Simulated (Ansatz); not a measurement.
CH₆FSi₂, SMILES F[C]([SiH3])[SiH3], an atomisation energy

Computed with the Ansatz DFT code, driven from Python.

Input file `ch6fsi2.xyz`:
```text
10

F     0.44270   -0.77360    1.81460
C    -0.01520    0.19040    0.93740
Si   -1.45480   -0.48960   -0.03830
Si    1.36050    0.67390   -0.22910
H    -1.02150   -1.67400   -0.79470
H    -1.94560    0.53620   -0.97080
H    -2.53490   -0.86760    0.88490
H     2.49060    1.20920    0.54430
H     1.80210   -0.50720   -0.98610
H     0.87600    1.70220   -1.16210
```

Typed at the interpreter:
```pycon
>>> from collections import Counter
>>> import ansatz as az
>>> def total_energy(molecule, charge=0, unpaired=0):
...     calc = (
...         molecule.calculation()
...         .basis(gaussian="def2-TZVPP")
...         .functional("PBE")
...         .scf(lower_state_search="standard")
...     )
...     if charge:
...         calc = calc.charge(charge)
...     if unpaired:
...         calc = calc.spin("collinear", total=unpaired)
...     report = calc.run(threads=1, backend="cpu").report
...     if report["published_state_doubts"]:
...         print("  doubts:", report["published_state_doubts"])
...     return report["free_energy_ev"]
...
>>> molecule = az.Crystal.molecule_from_extxyz("ch6fsi2.xyz")
>>> # unpaired electrons of the ground-state atoms
>>> unpaired = {"F": 1, "C": 2, "Si": 2, "H": 1}
>>> counts = Counter(site.symbol for site in molecule.cartesian_sites)
>>> atom_energy = {s: total_energy(az.Crystal.molecule().atom(s, (0, 0, 0)), 0, unpaired[s]) for s in counts}
>>> whole = total_energy(molecule, 0, 1)
>>> for s, e in atom_energy.items():
...     print(f"{s:2s} x{counts[s]}  {e:14.5f} eV")
...
F  x1     -2712.13500 eV
C  x1     -1028.48074 eV
Si x2     -7870.15586 eV
H  x6       -13.59523 eV
>>> print(f"CH6FSi2: {whole:.5f} eV")
CH6FSi2: -19593.98097 eV
>>> split = sum(counts[s] * e for s, e in atom_energy.items()) - whole
>>> print(f"atomisation energy (no zero-point term): {96.485332 * split:.1f} kJ/mol, {split / sum(counts.values()):.3f} eV an atom")
atomisation energy (no zero-point term): 3037.6 kJ/mol, 3.148 eV an atom
```

3037.6 kJ/mol from the electronic energies, without the zero-point term.

Reading the output:
- These settings explore the input space; basis and method may be short of convergence.
- The geometry is a force-field or estimated start, not a minimum of this method, and the basis set is short of its limit. All parts are taken at fixed geometry, without zero-point energy.
- The run takes the species as open-shell (spin multiplicity 2), which needn't be its ground state.
- This functional overbinds, so such energies come out a few per cent too high (LDA far more).
- Run time: 9.9 s on 1 thread of Arm Neoverse V2, on a shared host, peak memory 0.39 GiB.
